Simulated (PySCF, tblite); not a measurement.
# C4H8OSi2: a rotation path, then NMR shifts on frames

Aim: move C4H8OSi2 (`[SiH3]OC1=CC=C[SiH2]1`) away from its starting geometry and see how NMR shifts follow the geometry.

Computed with tblite 0.8.0 and PySCF 2.14.0, with density-fitted response routines of our own, on a single molecule in the gas phase. Atoms are numbered from 0 throughout.

## Step 1: The starting structure

15 atoms, charge 0, multiplicity 1; geometry from: GFN2-xTB.

Bonds of the start (Å): Si0–O1 1.62, O1–C2 1.34, C2–C3 1.35, C3–C4 1.45, C4–C5 1.34, C5–Si6 1.88, Si6–C2 1.90, Si0–H7 1.45, Si0–H8 1.47, Si0–H9 1.47, C3–H10 1.08, C4–H11 1.08, C5–H12 1.08, Si6–H13 1.46, Si6–H14 1.46.

## Step 2: A band between two rotamers with GFN2-xTB

The job: settings as JSON, then the geometry in Å.

```
{"job": {"kind": "neb", "xc": "GFN2-xTB", "basis": "xTB", "atoms": [6, 2, 1, 0], "turn": 180}, "charge": 0, "multiplicity": 1}
Si     2.749783     0.416022     0.085462
O      1.499852    -0.609550     0.183926
C      0.168820    -0.449353     0.089452
C     -0.690636    -1.478014     0.209373
C     -2.091747    -1.131571     0.083299
C     -2.388171     0.158620    -0.136663
Si    -0.801467     1.158201    -0.216086
H      3.838957    -0.524863     0.293819
H      2.784462     1.072066    -1.224275
H      2.660385     1.447419     1.122452
H     -0.386170    -2.498259     0.387626
H     -2.834998    -1.912060     0.169861
H     -3.402310     0.504825    -0.243881
H     -0.616507     2.119314     0.872058
H     -0.494667     1.735192    -1.525678
```

Method: GFN2-xTB climbing-image nudged elastic band, gas phase.

The run is started by

```console
OMP_NUM_THREADS=1 python probes_run.py task.json out
```

One launch serves the whole session: the jobs run in the order shown.

Output:

```text
image   E - E0 / eV
  0       0.0000
  1       0.0079
  2       0.0291
  3       0.0562
  4       0.0729
  5       0.0705
  6       0.0528
  7       0.0270
  8       0.0099
```

Run time: 4.1 s. Hardware: 1 thread of Arm Neoverse N1, shared host; peak memory 0.19 GiB.

The final band, with the dihedral Si6–C2–O1–Si0:

| image | dihedral (°) | energy (eV) | energy (kcal/mol) |
| --- | --- | --- | --- |
| 0 | 0 | 0.000 | 0.0 |
| 1 | 21 | 0.008 | 0.2 |
| 2 | 43 | 0.029 | 0.7 |
| 3 | 67 | 0.056 | 1.3 |
| 4 | 92 | 0.073 | 1.7 |
| 5 | 117 | 0.070 | 1.6 |
| 6 | 139 | 0.053 | 1.2 |
| 7 | 160 | 0.027 | 0.6 |
| 8 | 180 | 0.010 | 0.2 |

## Step 3: NMR shieldings: image 0, PBE0/pcSseg-1

The job: settings as JSON, then the geometry in Å.

```
{"job": {"kind": "nmr", "xc": "PBE0", "basis": "pcSseg-1", "pop": false}, "charge": 0, "multiplicity": 1}
Si     2.749800     0.416000     0.085500
O      1.499900    -0.609600     0.183900
C      0.168800    -0.449400     0.089500
C     -0.690600    -1.478000     0.209400
C     -2.091700    -1.131600     0.083300
C     -2.388200     0.158600    -0.136700
Si    -0.801500     1.158200    -0.216100
H      3.839000    -0.524900     0.293800
H      2.784500     1.072100    -1.224300
H      2.660400     1.447400     1.122500
H     -0.386200    -2.498300     0.387600
H     -2.835000    -1.912100     0.169900
H     -3.402300     0.504800    -0.243900
H     -0.616500     2.119300     0.872100
H     -0.494700     1.735200    -1.525700
```

With the program's defaults for keys left out, this is: GIAO PBE0/pcSseg-1 NMR shielding, non-relativistic, gas phase.

Output:

```text
coarse grid: 13640 points
cycle   1  E = -810.7146987067  dE =  9.994e-01  |g| = 6.590e-01  |ddm| = 3.675e+00
cycle   2  E = -810.6241598655  dE =  9.054e-02  |g| = 9.511e-01  |ddm| = 1.359e+00
cycle   3  E = -810.8000969749  dE = -1.759e-01  |g| = 9.945e-02  |ddm| = 8.965e-01
cycle   4  E = -810.8013390473  dE = -1.242e-03  |g| = 5.392e-02  |ddm| = 1.242e-01
cycle   5  E = -810.8020473642  dE = -7.083e-04  |g| = 1.685e-02  |ddm| = 6.388e-02
cycle   6  E = -810.8021178605  dE = -7.050e-05  |g| = 4.170e-03  |ddm| = 1.791e-02
cycle   7  E = -810.8021222807  dE = -4.420e-06  |g| = 3.115e-04  |ddm| = 4.289e-03
final grid: 122872 points
cycle   8  E = -810.8530039027  dE = -1.634e-05  |g| = 9.130e-03  |ddm| = 2.696e-02
cycle   9  E = -810.8529782097  dE =  2.569e-05  |g| = 1.457e-02  |ddm| = 1.826e-02
cycle  10  E = -810.8530200734  dE = -4.186e-05  |g| = 1.619e-03  |ddm| = 1.222e-02
cycle  11  E = -810.8530207026  dE = -6.293e-07  |g| = 3.343e-04  |ddm| = 1.695e-03
cycle  12  E = -810.8530207258  dE = -2.317e-08  |g| = 1.128e-04  |ddm| = 3.263e-04
cycle  13  E = -810.8530207289  dE = -3.146e-09  |g| = 2.639e-05  |ddm| = 1.247e-04
cycle  14  E = -810.8530207291  dE = -1.783e-10  |g| = 5.841e-06  |ddm| = 3.572e-05
converged SCF energy = -810.8530207291

GIAO shielding tensors (ppm)
atom      isotropic    diamagn.    paramagn.     s11        s22        s33       span
  0 Si     387.468     879.858    -492.390    342.227    352.622    467.556    125.329
  1 O      228.764     395.659    -166.895     88.683    234.673    362.936    274.253
  2 C       12.957     256.840    -243.883    -78.522     25.760     91.633    170.155
  3 C       55.332     253.968    -198.636    -46.933     78.453    134.475    181.407
  4 C       28.442     254.214    -225.772    -91.931     30.822    146.435    238.366
  5 C       70.352     261.150    -190.798    -30.973     76.537    165.491    196.464
  6 Si     417.100     881.997    -464.897    376.923    409.245    465.132     88.209
  7 H       26.698      28.891      -2.193     22.897     25.406     31.791      8.893
  8 H       26.694      29.491      -2.797     23.783     25.253     31.048      7.265
  9 H       26.695      29.485      -2.790     23.782     25.260     31.043      7.261
 10 H       25.331      32.408      -7.077     22.514     24.272     29.209      6.695
 11 H       24.462      29.865      -5.403     22.442     23.649     27.295      4.853
 12 H       26.337      29.914      -3.577     25.260     26.083     27.669      2.409
 13 H       27.132      29.634      -2.502     23.751     25.591     32.053      8.302
 14 H       27.133      29.641      -2.508     23.757     25.588     32.054      8.297
```

Run time: 32 s. Hardware: 1 thread of Arm Neoverse N1, shared host; peak memory 0.79 GiB.

The references, computed at this level on geometries of the same kind, shield at (ppm): 1H TMS 31.72, 13C TMS 186.9, 29Si TMS 349.2, 17O H2O 336.1. Their shielding less the atom's gives the shift. The references are single molecules in the gas phase, so shifts against H2O, NH3, PH3, H3PO4 or CFCl3 are not on the usual liquid scales and can be off by tens of ppm. Each atom is listed at this fixed geometry, with no averaging over motion; a spectrum would average atoms that exchange fast.

| atoms | environment | σ (ppm) | δ (ppm) |
| --- | --- | --- | --- |
| C2 | alkene carbon bearing oxygen | 13.0 | 174.0 |
| C4 | alkene CH | 28.4 | 158.5 |
| C3 | β carbon of an enol-ether or enamine type C=C | 55.3 | 131.6 |
| C5 | alkene CH | 70.4 | 116.6 |
| H11 | hydrogen on an alkene CH | 24.46 | 7.25 |
| H10 | hydrogen on a β carbon of an enol-ether or enamine type C=C | 25.33 | 6.39 |
| H12 | hydrogen on an alkene CH | 26.34 | 5.38 |
| H8 | hydrogen on a silicon bonded to O | 26.69 | 5.02 |
| H9 | hydrogen on a silicon bonded to O | 26.70 | 5.02 |
| H7 | hydrogen on a silicon bonded to O | 26.70 | 5.02 |
| H13 | hydrogen on a silicon bonded to 2 C, in a 5-membered ring | 27.13 | 4.59 |
| H14 | hydrogen on a silicon bonded to 2 C, in a 5-membered ring | 27.13 | 4.58 |
| Si0 | silicon bonded to O, 3 H | 387.5 | -38.3 |
| Si6 | silicon bonded to 2 C, 2 H, in a 5-membered ring | 417.1 | -67.9 |
| O1 | oxygen bonded to C, Si | 228.8 | 107.3 |

Ring of atoms C2, C3, C4, C5, Si6: NICS(0) 0.7, NICS(1) -1.0, NICS(1)zz 3.9 ppm (means of both faces).

## Step 4: Nuclear shieldings: image 2, PBE0/pcSseg-1

The job: settings as JSON, then the geometry in Å.

```
{"job": {"kind": "nmr", "xc": "PBE0", "basis": "pcSseg-1", "pop": false}, "charge": 0, "multiplicity": 1}
Si     2.751900     0.374600     0.253100
O      1.511400    -0.562900    -0.190600
C      0.175500    -0.417100    -0.132100
C     -0.646600    -1.413400     0.240000
C     -2.056800    -1.079300     0.246500
C     -2.397100     0.168500    -0.108400
Si    -0.848600     1.131000    -0.558900
H      3.855300    -0.473200    -0.167100
H      2.728900     1.671800    -0.427000
H      2.698600     0.598400     1.699400
H     -0.307700    -2.395200     0.536800
H     -2.770300    -1.832100     0.549600
H     -3.423300     0.494900    -0.133400
H     -0.520800     2.255200     0.317300
H     -0.754800     1.486900    -1.974500
```

Level: GIAO PBE0/pcSseg-1 NMR shielding, non-relativistic, gas phase.

Output:

```text
coarse grid: 13640 points
cycle   1  E = -810.7143928177  dE =  9.987e-01  |g| = 6.600e-01  |ddm| = 3.666e+00
cycle   2  E = -810.6247792134  dE =  8.961e-02  |g| = 9.513e-01  |ddm| = 1.282e+00
cycle   3  E = -810.7994074758  dE = -1.746e-01  |g| = 1.032e-01  |ddm| = 8.328e-01
cycle   4  E = -810.8008076395  dE = -1.400e-03  |g| = 5.479e-02  |ddm| = 1.286e-01
cycle   5  E = -810.8015436933  dE = -7.361e-04  |g| = 1.727e-02  |ddm| = 6.427e-02
cycle   6  E = -810.8016174496  dE = -7.376e-05  |g| = 4.034e-03  |ddm| = 1.799e-02
cycle   7  E = -810.8016215900  dE = -4.140e-06  |g| = 3.404e-04  |ddm| = 4.344e-03
final grid: 122872 points
cycle   8  E = -810.8524448508  dE = -1.515e-05  |g| = 9.214e-03  |ddm| = 2.377e-02
cycle   9  E = -810.8524191849  dE =  2.567e-05  |g| = 1.462e-02  |ddm| = 1.765e-02
cycle  10  E = -810.8524612710  dE = -4.209e-05  |g| = 1.621e-03  |ddm| = 1.197e-02
cycle  11  E = -810.8524619015  dE = -6.304e-07  |g| = 3.327e-04  |ddm| = 1.677e-03
cycle  12  E = -810.8524619243  dE = -2.281e-08  |g| = 1.108e-04  |ddm| = 3.262e-04
cycle  13  E = -810.8524619273  dE = -3.064e-09  |g| = 2.554e-05  |ddm| = 1.218e-04
cycle  14  E = -810.8524619275  dE = -1.687e-10  |g| = 5.948e-06  |ddm| = 3.368e-05
converged SCF energy = -810.8524619275

GIAO shielding tensors (ppm)
atom      isotropic    diamagn.    paramagn.     s11        s22        s33       span
  0 Si     386.752     880.198    -493.446    345.010    350.612    464.633    119.623
  1 O      230.839     397.212    -166.374    100.293    236.278    355.945    255.652
  2 C       12.249     256.316    -244.067    -80.355     26.837     90.265    170.619
  3 C       53.800     254.258    -200.458    -50.032     77.201    134.231    184.263
  4 C       28.996     254.301    -225.306    -91.857     32.196    146.648    238.505
  5 C       69.213     261.169    -191.956    -35.869     77.292    166.217    202.086
  6 Si     414.556     881.747    -467.191    376.932    404.741    461.997     85.066
  7 H       26.704      29.073      -2.369     23.165     25.200     31.747      8.582
  8 H       26.639      29.601      -2.963     23.462     25.727     30.726      7.264
  9 H       26.786      29.606      -2.820     23.891     25.016     31.451      7.560
 10 H       25.271      32.443      -7.172     22.272     24.455     29.086      6.814
 11 H       24.530      29.979      -5.449     22.462     23.805     27.322      4.860
 12 H       26.291      29.869      -3.578     25.300     25.865     27.708      2.408
 13 H       27.184      29.740      -2.555     23.799     25.850     31.905      8.106
 14 H       27.200      29.124      -1.924     24.078     25.251     32.269      8.191
```

It took 31 s on 1 thread of Arm Neoverse N1, shared host; peak memory 0.81 GiB.

Key values: δ C2 174.7, C4 157.9, C3 133.1, C5 117.7, H11 7.19, H10 6.45 ppm.

[end of part 1 of 2]
